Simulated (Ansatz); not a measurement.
**PtSe2: LAPW beside PAW**

The same cell of PtSe2 is computed with LAPW, all electrons, PAW on the default files and all-electron PAW on datasets made for the crystal, to set the results side by side.

The COD entry's cell or inner coordinates are ideal or old and differ from later refinements, so a difference from it is no clean test against experiment.

Computed with Ansatz 0.2.0 (DFT PBE, scalar-relativistic, unless a step's input says otherwise).

## (1) The structure to begin with

It takes space group P-3m1 (No. 164, trigonal). The conventional cell has a = 3.724 Å, b = 3.724 Å, c = 5.062 Å, α = 90.00°, β = 90.00°, γ = 120.00°. Around Pt (site symmetry -3m) lie 6 Se at 2.49 Å. Se (site symmetry 3m) is surrounded by 3 Pt at 2.49 Å.

Structure file:

```cif
data_structure
_symmetry_space_group_name_H-M 'P 1'
_symmetry_Int_Tables_number 1
_cell_length_a 3.7240
_cell_length_b 3.7240
_cell_length_c 5.0620
_cell_angle_alpha 90.000
_cell_angle_beta 90.000
_cell_angle_gamma 120.000
_cell_volume 60.80
loop_
_atom_site_label
_atom_site_type_symbol
_atom_site_fract_x
_atom_site_fract_y
_atom_site_fract_z
_atom_site_occupancy
Pt1 Pt 0.00000 0.00000 0.00000 1
Se1 Se 0.33333 0.66667 0.25000 1
Se2 Se 0.66667 0.33333 0.75000 1
```

The geometry is a database entry used as it stands. It may stem from high pressure or temperature, or be incomplete, so it serves as a test cell.

Atoms are numbered in the order of the input: Pt1, Se2, Se3.

## (2) LAPW, all electrons

input.yaml

```yaml
crystal:
  lattice:
    - [3.7240006046, 0.0, 0.0]
    - [-1.8620003023, 3.2250791273, 0.0]
    - [0.0, 0.0, 5.062]
  atoms:
    - { symbol: Pt, position: [0.0, 0.0, 0.0] }
    - { symbol: Se, position: [0.3333333333, 0.6666666667, 0.25] }
    - { symbol: Se, position: [0.6666666667, 0.3333333333, 0.75] }
kpoints:
  mp_grid: { grid: [10, 10, 7] }
  band_path:
    path:
      - [0.0, 0.0, 0.0]
      - [0.5, 0.0, 0.0]
      - [0.3333333333, 0.3333333333, 0.0]
      - [0.0, 0.0, 0.0]
      - [0.0, 0.0, 0.5]
      - [0.5, 0.0, 0.5]
      - [0.3333333333, 0.3333333333, 0.5]
      - [0.0, 0.0, 0.5]
      - [0.5, 0.0, 0.5]
    npoints: 14
scf:
  occupations: { method: fermi_dirac, width: 0.05 }
hamiltonian:
  xc: pbe
  pseudopotentials: { kind: all_electron, lapw: { basis_error: 0.001 } }
output:
  forces: true
  stress: true
  eigenvalues: true
  populations: true
  dos: { projected: true, de: 0.2, e_range: [-14, 8] }
```

The run is started by

```
$ ansatz run input.yaml --threads 1 --pin off --max-ram 3072MiB --backend cpu --events-out ev --progress --plain --runs-dir out
```

## (3) PAW on the default files

input.yaml, as its differences from that of step 2:

```diff
@@ -27,3 +27,3 @@
   xc: pbe
-  pseudopotentials: { kind: all_electron, lapw: { basis_error: 0.001 } }
+  pseudopotentials: { kind: paw }
 output:
@@ -32,3 +32,9 @@
   eigenvalues: true
+  efg: { contact_densities: true }
   populations: true
+  bader: true
   dos: { projected: true, de: 0.2, e_range: [-14, 8] }
+  write_density: true
+  write_potential: true
+  elf: true
+  volumetric_format: npy
```

## (4) All-electron PAW on datasets made for the crystal

input.yaml, as its differences from that of step 3:

```diff
@@ -22,3 +22,3 @@
       - [0.5, 0.0, 0.5]
-    npoints: 14
+    npoints: 8
 scf:
@@ -27,3 +27,3 @@
   xc: pbe
-  pseudopotentials: { kind: paw }
+  pseudopotentials: { kind: all_electron, datasets: crystal }
 output:
@@ -33,8 +33 @@
   efg: { contact_densities: true }
-  populations: true
-  bader: true
-  dos: { projected: true, de: 0.2, e_range: [-14, 8] }
-  write_density: true
-  write_potential: true
-  elf: true
-  volumetric_format: npy
```

(Steps that only read results are left out.)

What does the calculation give? Wanted: pressure; gap; largest force; Bader charges; highest ELF.

The runs gave:

| quantity | value |
| --- | --- |
| pressure | LAPW 7.32, PAW 7.31, crystal datasets 7.32 GPa |
| gap (LAPW) | none |
| largest force | LAPW 0.563, PAW 0.564, crystal datasets 0.563 eV/Å |
| Bader charges (PAW) | Pt1 +0.08, Se2 -0.04 e |
| highest ELF (PAW) | 0.88, 0.88 Å from Se |

What this shows: The pressure of 7.3 GPa pushes the cell to expand, with the atoms held in place. There is no gap at this level: the crystal is a metal or semimetal here, or the functional closes a real gap. Spin-orbit coupling is left out of this run, though the cell holds Pt; it can open or close small gaps. Se 4p carries the largest share, 66 %, of the projected states within 0.3 eV of the Fermi level. The projection holds only the free atom's occupied shells (Pt 6s, Pt 5d, Se 4s, Se 4p in this range). The field gradient at Pt1, the largest by crystal datasets, is 8.85 by PAW and 9.14 by crystal datasets (10²¹ V/m²), within 5 %. No spin–orbit coupling: at heavy atoms the gradients can be off by tens of per cent for that reason. In pressure, PAW differs from LAPW by -0.01 GPa. The forces differ by at most 1 meV/Å in a component, on a largest force of 0.563 eV/Å. LAPW took about 1.9 times as long as PAW (53 s against 28 s, on a shared host and with the outputs that each input asks for).
